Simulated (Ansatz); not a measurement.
# CH6SiTe: the cost of one run

Program: the Python package of Ansatz 0.2.0. Level of theory: B3LYP+D4/def2-SVP. These are calculated values, not measurements.

**1. Starting point**

Bond lengths: C1–Te2 2.082 Å, Te2–Si3 2.480 Å, C1–H4 1.054 Å, C1–H5 1.163 Å, C1–H6 1.140 Å, Si3–H7 1.527 Å, Si3–H8 1.414 Å, Si3–H9 1.505 Å. Angles: C1–Te2–Si3 89.0°, Te2–C1–H4 110.7°, Te2–C1–H5 110.7°, Te2–C1–H6 112.2°, H4–C1–H5 107.0°, H4–C1–H6 111.3°, H5–C1–H6 104.7°, Te2–Si3–H7 108.1°, Te2–Si3–H8 109.8°, Te2–Si3–H9 110.0°, H7–Si3–H8 108.9°, H7–Si3–H9 107.1°, H8–Si3–H9 112.7°.

No structure file is read: the coordinates are typed or built in the script.

**2. The script**

ch6site.py

```python
"""Energy of CH6SiTe against one bond angle."""

import warnings

import ansatz as az
from ase import Atoms

BASIS_SET = "def2-SVP"
XC = "b3lyp"
VDW = "d4"
FORCE_TOL = 0.02

warnings.simplefilter("ignore", az.DeckWarning)

atoms = Atoms(["C", "Te", "Si", "H", "H", "H", "H", "H", "H"], positions=[
    (-0.7519, 0.9872, -1.0196),
    (1.2838, 0.5833, -0.8511),
    (0.7719, -1.0138, 0.9755),
    (-1.2837, 0.117, -1.2864),
    (-0.9464, 1.774, -1.8537),
    (-1.1775, 1.4585, -0.0734),
    (2.0883, -1.6118, 1.4668),
    (-0.0503, -2.0553, 0.4862),
    (0.1541, -0.2855, 2.1386),
])

# relax first, so that the scan starts from a minimum
first = (
    az.Crystal.molecule_from_ase(atoms).calculation()
    .basis(gaussian=BASIS_SET)
    .functional(XC, dispersion=VDW)
    .relax(force_tolerance=FORCE_TOL, max_steps=80)
)
atoms.positions = first.run().report["positions_ang"]

rows = []
for angle in [85, 95, 105, 115, 125, 140, 160]:
    bent = atoms.copy()
    bent.set_angle(2, 1, 0, angle, indices=[0, 3, 4, 5])
    setup = (
        az.Crystal.molecule_from_ase(bent).calculation()
        .basis(gaussian=BASIS_SET)
        .functional(XC, dispersion=VDW)
    )
    rows.append((angle, setup.run().report["free_energy_ev"]))
floor = min(e for _, e in rows)
for angle, e in rows:
    print(f"angle Si2-Te1-C0 = {angle:3d} deg   {1000 * (e - floor):9.1f} meV")
```

**3. Launch**

The run is started by

```
python ch6site.py
```

What time and memory should one allow on 1 thread of Arm Neoverse V2, shared host?

About 42 s, with a peak of 0.26 GiB.
